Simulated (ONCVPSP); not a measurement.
# Pseudopotential generation for molybdenum: ONCV, LDA (Perdew-Wang 92)

Do these settings give a usable potential? It is generated, then checked for transferability, scattering, ghosts and hardness.

Method: ONCVPSP 4.0.1.1 (patched build), LDA (Perdew-Wang 92), scalar-relativistic.

## 1. The design

Typed settings, in words:

```json
{
 "element": "molybdenum (Mo, Z = 42)",
 "type": "optimised norm-conserving Vanderbilt (ONCV)",
 "frozen core": "[Ar] 3d10",
 "valence charge": "14",
 "reference configuration": "4s2 4p6 4d5 5s1",
 "partial waves": "4s+5s: rc 1.85 bohr, ncon 5, nbas 8, qcut 6.3 1/bohr, 2 projectors; 4p: rc 1.40 bohr, ncon 4, nbas 8, qcut 6.8 1/bohr, 2 projectors, debl 0.4 Ha; 4d: rc 1.65 bohr, ncon 4, nbas 9, qcut 5.6 1/bohr, 3 projectors, debl 3.4 Ha; f scattering state at 0.26 Ha: rc 2.00 bohr, ncon 3, nbas 7, qcut 4.9 1/bohr, 2 projectors, debl 3.3 Ha",
 "local potential": "polynomial inside 1.10 bohr (lpopt 5, dvloc0 1 Ha)",
 "core correction": "Teter function, fcfact 3, rcfact 1.35"
}
```

The outer shells as boxes (Hund's rule for the drawing; the calculation is spin-unpolarised):

```
[Ar] core
3d [↑↓][↑↓][↑↓][↑↓][↑↓]
4s [↑↓]
4p [↑↓][↑↓][↑↓]
4d [↑ ][↑ ][↑ ][↑ ][↑ ]
5s [↑ ]
```

## 2. The generation run

File Mo.dat:

```
# ATOM AND REFERENCE CONFIGURATION
# atsym  z   nc   nv     iexc    psfile
  Mo 42.00    6    4  -001012      upf
#
#   n    l    f
    1    0    2.00
    2    0    2.00
    2    1    6.00
    3    0    2.00
    3    1    6.00
    3    2   10.00
    4    0    2.00
    4    1    6.00
    4    2    5.00
    5    0    1.00
#
# PSEUDOPOTENTIAL AND OPTIMIZATION
# lmax
    3
#
#   l,   rc,      ep,       ncon, nbas, qcut
    0    1.85    0.00    5    8    6.30
    1    1.40    0.00    4    8    6.80
    2    1.65    0.00    4    9    5.60
    3    2.00    0.26    3    7    4.90
#
# LOCAL POTENTIAL
# lloc, lpopt,  rc(5),   dvloc0
    4    5    1.10    1.00
#
# VANDERBILT-KLEINMAN-BYLANDER PROJECTORs
# l, nproj, debl
    0    2    3.70
    1    2    0.40
    2    3    3.40
    3    2    3.30
#
# MODEL CORE CHARGE
# icmod, fcfact, rcfact
    3    3.00    1.35
#
# LOG DERIVATIVE ANALYSIS
# epsh1, epsh2, depsh
   -4.00    5.00    0.02
#
# OUTPUT GRID
# rlmax, drl
    6.00    0.01
#
# TEST CONFIGURATIONS
# ncnf
    4
# nvcnf
#   n    l    f
    4
    4    0    2.00
    4    1    6.00
    4    2    5.00
    5    0    0.00
#
    4
    4    0    2.00
    4    1    6.00
    4    2    4.00
    5    0    0.00
#
    4
    4    0    2.00
    4    1    6.00
    4    2    3.00
    5    0    0.00
#
    4
    4    0    2.00
    4    1    6.00
    4    2    4.00
    5    0    2.00
#
```

The run is started by

```
$ oncvpsp.x < Mo.dat > Mo.out
```

Q: Predict the outcome of this session. Wanted: cutoffs for 1 and 0.1 mHa per electron, occupied waves; bound ghosts; GHOST(+) flags; largest test error; largest phase difference near zero energy, channels read; rms error of d²Exc/dn², without and with the model core; projector energies reset by the program.

As calculated:

| quantity | value |
| --- | --- |
| cutoffs for 1 and 0.1 mHa per electron, occupied waves | 21 Ha and 99 Ha |
| bound ghosts | none found |
| GHOST(+) flags | d at 277 eV |
| largest test error (AE − PS) | +4.7 meV, for 4s2 4p6 4d3 5s0 |
| largest phase difference near zero energy, channels read | 0.001 rad |
| rms error of d²Exc/dn², without and with the model core | 3.51 and 0.69 mHa |
| projector energies reset by the program | p: -1.418, 0.250 Ha |

In words: By total energies transferability is very good: the largest error is 4.7 meV on 49.8 eV, for 4s2 4p6 4d3 5s0. The potential is of middling hardness: the looser tolerance needs 21 Ha. The tighter tolerance needs 99 Ha, and converged work needs a cutoff nearer that. No bound ghost shows below the valence levels. Near zero energy the phases of the channels with partial waves agree within 0.001 rad. The program also flags highly localised states, GHOST(+) (d). All of this concerns the isolated atom, not yet a solid.
